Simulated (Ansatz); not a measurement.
From input file to script: BClFO, SMILES [O]B(F)Cl in Ansatz 0.2.0.

```yaml
crystal:
  periodic: [false, false, false]
  atoms:
    - { symbol: O, position_ang: [-0.286, -1.3986, -0.5846] }
    - { symbol: B, position_ang: [-0.0928, -0.0232, -0.0567] }
    - { symbol: F, position_ang: [-1.0883, 1.034, -0.2778] }
    - { symbol: Cl, position_ang: [1.5227, 0.3275, 0.8988] }
magnetization:
  spin_polarized: true
  initial_magnetization: 1
basis:
  gaussian: { orbitals: def2-SVP }
correlation:
  method: mp2
output:
  forces: true
```

On the command line:
```console
$ ansatz run input.yaml --threads 1 --pin off --max-ram 4096MiB --backend cpu --events-out ev --progress --plain --runs-dir out
Engine: ansatz 0.2.0, x86_64-unknown-linux-gnu
Functional definition: HF
  exchange = exact_x
  correlation = 0
555 factors; integrals over basis functions are off by at most 1.0e-3 eV
mean field evaluation 1: about -17903.6274 eV, gradient 3.2e1 eV
mean field evaluation 2: about -17903.6686 eV, gradient 3.2e1 eV
mean field evaluation 4: about -17910.3844 eV, gradient 7.6e0 eV
mean field evaluation 8: about -17911.6884 eV, gradient 9.9e-1 eV
mean field evaluation 16: about -17911.7358 eV, gradient 1.5e-5 eV
mean field evaluation 32: about -17911.3292 eV, gradient 2.1e0 eV
mean field -17911.73576177 eV, -658.2441482345 hartree, gradient 3.1e-6 eV, S^2 0.758084; 5 other end points of the search recorded, 0 dependent functions left out
8 core orbitals not correlated: weight in the atoms' cores, before any rotation towards them, 1.000 or more for the frozen orbitals, at most 0.000 for the correlated occupied ones
reference -17911.73576177 eV, -658.2441482345 hartree; 12, 11 occupied and 40, 41 virtual orbitals, 555 factors
second order -14.65546560 eV of doubles, -0.00000000 eV of singles
the calculation of the forces begins
Total energy: -17926.39122737 eV, -658.7827266616 hartree
Atom 0 at    -0.286000    -1.398600    -0.584600 Å, force     0.432585     4.118120     1.529099 eV/Å
Atom 1 at    -0.092800    -0.023200    -0.056700 Å, force    -0.815777     0.250200    -0.518156 eV/Å
Atom 2 at    -1.088300     1.034000    -0.277800 Å, force     3.323544    -3.730423     0.706283 eV/Å
Atom 3 at     1.522700     0.327500     0.898800 Å, force    -2.940353    -0.637898    -1.717226 eV/Å
Dipole moment:     0.043658    -0.029430     0.021712 e Å
```

The script, `bclfo_deck.py`:
```python
# -*- coding: utf-8 -*-
import logging
import sys

import ansatz
import numpy as np

logging.basicConfig(stream=sys.stdout, format="%(levelname)s %(message)s")
logger = logging.getLogger("ansatz_job")
logger.setLevel(logging.INFO)

deck = {
    "crystal": {
        "periodic": [False, False, False],
        "atoms": [
            {"symbol": "O", "position_ang": [-0.286, -1.3986, -0.5846]},
            {"symbol": "B", "position_ang": [-0.0928, -0.0232, -0.0567]},
            {"symbol": "F", "position_ang": [-1.0883, 1.034, -0.2778]},
            {"symbol": "Cl", "position_ang": [1.5227, 0.3275, 0.8988]},
        ],
    },
    "magnetization": {"spin_polarized": True, "initial_magnetization": 1},
    "basis": {"gaussian": {"orbitals": "def2-SVP"}},
    "correlation": {"method": "mp2"},
    "output": {"forces": True},
}
session = ansatz.Session.from_dict(deck)
summary = session.plan(threads=1).execute().report

logger.info("reference energy %16.6f eV" % summary["reference_energy_ev"])
logger.info("total energy     %16.6f eV" % summary["free_energy_ev"])
print("occupied orbitals outside the frozen core (up, down):", summary["n_occupied"], " frozen:", summary["n_frozen"], " virtual:", summary["n_virtual"])
symbols = ["O", "B", "F", "Cl"]
parts = summary["correlation"]
for name in ("random_phase", "coupled_cluster", "perturbative"):
    if name in parts:
        logger.info(f"{name:16s} {parts[name]['energy']['hartree']:12.7f} Ha")
if "second_order" in parts:
    pair = parts["second_order"]
    logger.info(f"MP2 same spin {pair['same_spin']['hartree']:.7f} Ha, opposite spin {pair['opposite_spin']['hartree']:.7f} Ha")
state = summary["mean_field"]["state"]
logger.info(f"mean field: {state['energy']['hartree']:.7f} Ha, <S^2> = {abs(state['spin_squared']):.4f}, stability: {state.get('stability', {}).get('kind')}")

forces = np.array(summary["forces_ev_ang"])
print("largest force", round(float(np.linalg.norm(forces, axis=1).max()), 4), "eV/A, rms", round(float(np.sqrt((forces ** 2).mean())), 4))
charges = summary["charge_distribution"]
print("dipole moment", round(4.803205 * float(np.linalg.norm(charges["dipole_moment_e_ang"])), 3), "D")
print("Mulliken:", [(s, round(q, 3)) for s, q in zip(symbols, charges["mulliken_charges_e"])])
```

```console
$ python bclfo_deck.py
INFO reference energy    -17911.735762 eV
INFO total energy        -17926.391227 eV
occupied orbitals outside the frozen core (up, down): [12, 11]  frozen: 8  virtual: [40, 41]
INFO MP2 same spin -0.1453354 Ha, opposite spin -0.3932430 Ha
INFO mean field: -658.2441482 Ha, <S^2> = 0.7581, stability: minimum
largest force 5.0459 eV/A, rms 2.1974
dipole moment 0.274 D
Mulliken: [('O', -0.121), ('B', 0.523), ('F', -0.239), ('Cl', -0.164)]
```

Total energies depend on the basis set; only differences at equal settings carry meaning. The geometry is a force-field or estimated start, not a minimum of this method, and the basis set is short of its limit. The run takes the species as open-shell (spin multiplicity 2), which needn't be its ground state. Timing: 2.2 s on 1 thread of AMD EPYC 9B14 (Zen 4), on a shared host, peak memory 0.19 GiB.

(Lines on the test bed's own set-up are left out of the output.)
